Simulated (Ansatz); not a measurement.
The system is Hf2Pd2Se2Br2O3.

```
Hf Pd Se Br O
1.0
     5.76069    0.00496   -0.00286
    -0.52750    5.84664    0.03413
    -1.48435   -0.92642    6.64586
Hf Pd Se Br O
2 2 2 2 3
Direct
  0.74540 0.39602 0.34989
  0.28763 0.45322 0.59401
  0.90854 0.13294 0.84849
  0.25249 0.90323 0.35874
  0.63469 0.40355 0.93716
  0.62597 0.78174 0.53023
  0.85273 0.99089 0.15355
  0.22526 0.82084 0.86223
  0.96040 0.28925 0.59026
  0.43233 0.24524 0.40864
  0.07457 0.58308 0.36682
```

The cell was built by a generator and needn't be a form met in nature.

Base run:

| Quantity | Value |
| --- | --- |
| Program | Ansatz 0.2.0 |
| Functional | PBE |
| Potentials or basis | all-electron LAPW, scalar-relativistic |
| Cutoff | 420 eV (chosen from the basis error) |
| Basis error allowed | 0.002 eV/atom |
| k mesh | 4 × 4 × 3 |
| Occupations | fermi-dirac, width 0.05 eV |
| Spin | no spin polarisation |
| Hubbard terms | Hf d U = 6 eV, Pd d U = 6 eV |

Its results: band gap on the k mesh 0.49 eV, direct; pressure 3.5 GPa; largest force 0.471 eV/Å.

Q: The run is repeated on the same cell with these changes: hubbard terms from Hf d U = 6 eV, Pd d U = 6 eV to none. What comes out?

A: Band gap on the k mesh 0.22 eV, indirect (least direct gap 0.35 eV); pressure 0.0 GPa; largest force 0.010 eV/Å.

The U term pushes filled and empty states of the shell apart.

Caveats: spin-orbit coupling is left out, which moves the levels of the heavy elements; an odd mesh through Γ misses points on the zone boundary, where band edges often lie; U is the effective U less J, on atomic orbitals that reach past the spheres (some runs).
